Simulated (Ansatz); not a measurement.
# Au: the cost of one run

Method: DFT LDA, scalar-relativistic, plane waves, PAW, in Ansatz 0.2.0.

The COD cell was measured well above room temperature, so it is larger than a cold one.

2 further runs of the same task are left out: 2 that didn't finish. Runs told in other sessions of the task aren't counted.

### 1 Starting point

It takes space group Fm-3m (No. 225, cubic). The conventional cell has a = 4.091 Å, b = 4.091 Å, c = 4.091 Å, α = 90.00°, β = 90.00°, γ = 90.00°. Au (site symmetry m-3m) has 12 Au at 2.89 Å in its first shell of neighbours.

Coordinates:

```xyz
6
Lattice="2.0455 -2.0455 0.0000 2.0455 0.0000 -2.0455 8.1820 8.1820 8.1820" Properties=species:S:1:pos:R:3 pbc="T T T"
Au    4.0910    0.0000    0.0000
Au    0.0000    0.0000    0.0000
Au    4.0910    2.0455    2.0455
Au    8.1820    4.0910    4.0910
Au    4.0910    4.0910    4.0910
Au    8.1820    6.1365    6.1365
```

No relaxation comes first: the listed cell is the starting point.

### 2 The undisturbed cell

The input, input.yaml:

```yaml
crystal:
  lattice:
    - [2.0455, -2.0455, 0.0]
    - [2.0455, 0.0, -2.0455]
    - [8.182, 8.182, 8.182]
  atoms:
    - { symbol: Au, position: [0.6666666667, 0.6666666667, 0.1666666667] }
    - { symbol: Au, position: [0.0, 0.0, 0.0] }
    - { symbol: Au, position: [0.3333333333, 0.3333333333, 0.3333333333] }
    - { symbol: Au, position: [0.6666666667, 0.6666666667, 0.6666666667] }
    - { symbol: Au, position: [0.0, 0.0, 0.5] }
    - { symbol: Au, position: [0.3333333333, 0.3333333333, 0.8333333333] }
basis:
  ecutwfc: 420
kpoints:
  mp_grid: { grid: [18, 18, 4] }
hamiltonian:
  xc: lda
scf:
  occupations: { method: gaussian, width: 0.15 }
output:
  forces: true
  stress: true
  eigenvalues: true
  write_density: true
  write_potential: true
  elf: true
  volumetric_format: npy
```

The run is started by

```
ansatz run input.yaml --threads 2 --pin off --max-ram 5120MiB --backend cpu --events-out ev --progress --plain --runs-dir out
```

What time and memory should one allow on 2 threads of Intel Xeon 6975P-C (Granite Rapids), shared host?

About 14 s, with a peak of 0.86 GiB.
